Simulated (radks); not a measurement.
**Ionisation of Cr: one atom, several choices of relativity**

An exercise on one series of results from a longer session: the logs are not shown, and one member is left open.

Method: Kohn-Sham, BLYP, spin-unpolarised, spherical densities. Code: radks (a radial shooting solver on a logarithmic mesh, Libxc functionals) version 1.

### The atom as given

| Property | Result |
| --- | --- |
| element | chromium (Z = 24) |
| charge | 0 |
| electrons | 24 |
| configuration | [Ar] 3d5 4s1 |
| ion | Cr⁺, [Ar] 3d5 |
| choices | non-relativistic; scalar-relativistic; Dirac, 2j+1 shares; Dirac, low j first; scalar-relativistic, finite nucleus; Dirac, 2j+1 shares, finite nucleus; Dirac, c × 100; Dirac, c × 3; Dirac, c × 0.85 |

Set-up of the first run:

The run's settings:

```text
Z 24
configuration [Ar] 3d5 4s1
relativity non-relativistic
functional b88,lyp
spin unpolarised
nucleus point
```

Steps of the session up to this table: non-relativistic: Cr.

One table of the session follows, with a row left open; its other results are not shown here.

It belongs to the step «non-relativistic: Cr». From the orbitals of this run (lengths in bohr):

| level | <r> | outermost maximum (interpolated) | 90 % within | nodes |
| --- | --- | --- | --- | --- |
| 1s | 0.06419 | 0.0422 | 0.114 | 0 |
| 2s | 0.2961 | 0.246 | 0.459 | 1 |
| 2p | 0.2609 | 0.199 | 0.428 | 0 |
| 3s | 0.9101 | 0.783 | 1.37 | 2 |
| 3p | 0.9692 | 0.799 | 1.50 | 1 |
| 4s | 3.469 | 2.76 | 5.34 | 3 |
| 3d | ? | ? | ? | ? |

**Question.** Estimate the row for 3d.

**Answer.** <r>: 1.508; outermost maximum (interpolated): 0.833; 90 % within: 2.79; nodes: 0. In the column «<r>» it lies between 3p (0.9692) and 4s (3.469).

To keep in mind: Spin polarisation and multiplet splitting of open shells are left out at every level.
